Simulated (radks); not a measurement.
# Polarisabilities and dispersion coefficients of In, Br³⁺, Fe and others

An exercise on one series of results from a longer session: the logs are not shown, and one member is left open.

The numbers are computed with radks (a radial shooting solver on a logarithmic mesh, Libxc functionals) version 1 (non-relativistic Kohn-Sham, LB94 model potential, spin-polarised, spherical densities, point nucleus; open shells are filled with parallel spins first), except any that are marked as measured or tabulated.

**The atom as given**

```
species : In ([Kr] 4d10 5s2 5p1), Br³⁺ ([Ar] 3d10 4s2 4p2), Fe ([Ar] 3d6 4s2), Rb⁺ ([Kr]), Sc³⁺ ([Ar]), Sb ([Kr] 4d10 5s2 5p3), Sr⁺ ([Kr] 5s1)
```

LB94 adds a gradient term to the LDA potential that gives it a −1/r tail. It is a model potential with no energy functional, so Etot and Exc are not given.

The first run:

Settings of this run:

```text
Z 49
configuration [Kr] 4d10 5s2 5p1
relativity non-relativistic
functional lda,pw
model_potential LB94
spin polarised
nucleus point
response adiabatic LDA kernel
```

Steps of the session up to this table: In, [Kr] 4d10 5s2 5p1; Br³⁺, [Ar] 3d10 4s2 4p2; Fe, [Ar] 3d6 4s2; Rb⁺, [Kr]; Sc³⁺, [Ar]; Sb, [Kr] 4d10 5s2 5p3; Sr⁺, [Kr] 5s1.

One table of the session follows, with a row left open; its other results are not shown here.

```
species  −ε(HOMO) (eV)  α (bohr³)  α uncoupled (bohr³)  C6 (hartree bohr⁶)
     In          6.196      53.69                84.05               509.8
   Br³⁺         46.969      5.946                9.629               22.29
     Fe              ?          ?                    ?                   ?
    Rb⁺         27.590      9.399                14.84               57.15
   Sc³⁺         72.681      2.212                3.518               5.923
     Sb          9.081      44.66                69.47               482.4
    Sr⁺         11.909      73.48                94.67               577.8
```

**Question.** Estimate the row for Fe.

As computed: −ε(HOMO) (eV): 8.254; α (bohr³): 47.80; α uncoupled (bohr³): 85.64; C6 (hartree bohr⁶): 380.0. In the column «−ε(HOMO) (eV)» it lies between In (6.196) and Sb (9.081).

In words: Uncoupled leaves out the potential induced by the response; C8 is given only where no p, d or f shell is open. For heavy and open-shell atoms this level can miss by tens of per cent.
